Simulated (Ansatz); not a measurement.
# ZnS: the cost of one run

Computed with Ansatz 0.2.0 (DFT LDA, scalar-relativistic, plane waves, PAW, unless a step's input says otherwise).

2 further runs of the same task are left out: 2 set aside as unsound or not needed.

## Step 1: The structure to begin with

The structure is cubic, space group F-43m (No. 216). Conventional cell: a = 5.297 Å, b = 5.297 Å, c = 5.297 Å, α = 90.00°, β = 90.00°, γ = 90.00°. Zn (site symmetry -43m) has 4 S at 2.29 Å as nearest neighbours. Around S (site symmetry -43m) lie 4 Zn at 2.29 Å.

As a file:

```cif
data_structure
_symmetry_space_group_name_H-M 'F-43m'
_symmetry_Int_Tables_number 216
_cell_length_a 5.2967
_cell_length_b 5.2967
_cell_length_c 5.2967
_cell_angle_alpha 90.000
_cell_angle_beta 90.000
_cell_angle_gamma 90.000
_cell_volume 148.60
loop_
_atom_site_label
_atom_site_type_symbol
_atom_site_symmetry_multiplicity
_atom_site_Wyckoff_symbol
_atom_site_fract_x
_atom_site_fract_y
_atom_site_fract_z
_atom_site_occupancy
Zn1 Zn 4 a 0.00000 0.00000 0.00000 1
S1 S 4 c 0.25000 0.25000 0.25000 1
```

It is the result of an earlier relaxation at this level (volume 18.57 Å³/atom; gap on the mesh: 2.13 eV).

## Step 2: The cell under 9 GPa

What is minimised here is the enthalpy; the energy can go up as the cell is squeezed.

Contents of input.yaml:

```yaml
crystal:
  lattice:
    - [0.0, 2.648344701, 2.648344701]
    - [2.648344701, 0.0, 2.648344701]
    - [2.648344701, 2.648344701, 0.0]
  atoms:
    - { symbol: Zn, position: [0.0, 0.0, 0.0] }
    - { symbol: S, position: [0.75, 0.75, 0.75] }
basis:
  ecutwfc: 420
kpoints:
  mp_grid: { grid: [10, 10, 10] }
hamiltonian:
  xc: lda
scf:
  occupations: { method: fixed }
output:
  forces: true
  stress: true
  eigenvalues: true
relax:
  adjacent_minimum: "off"
  f_tol: 0.001
  max_steps: 60
  cell: { stress_tol: 0.02, p_target: 9.0 }
```

Started as:

```console
$ ansatz run input.yaml --threads 1 --pin off --max-ram 3072MiB --backend cpu --events-out ev --progress --plain --runs-dir out
```

What time and memory should one allow on 1 thread of Intel Xeon Platinum 8175M at 2.50GHz (Skylake/Cascade Lake), shared host?

About 28 s, with a peak of 0.38 GiB.
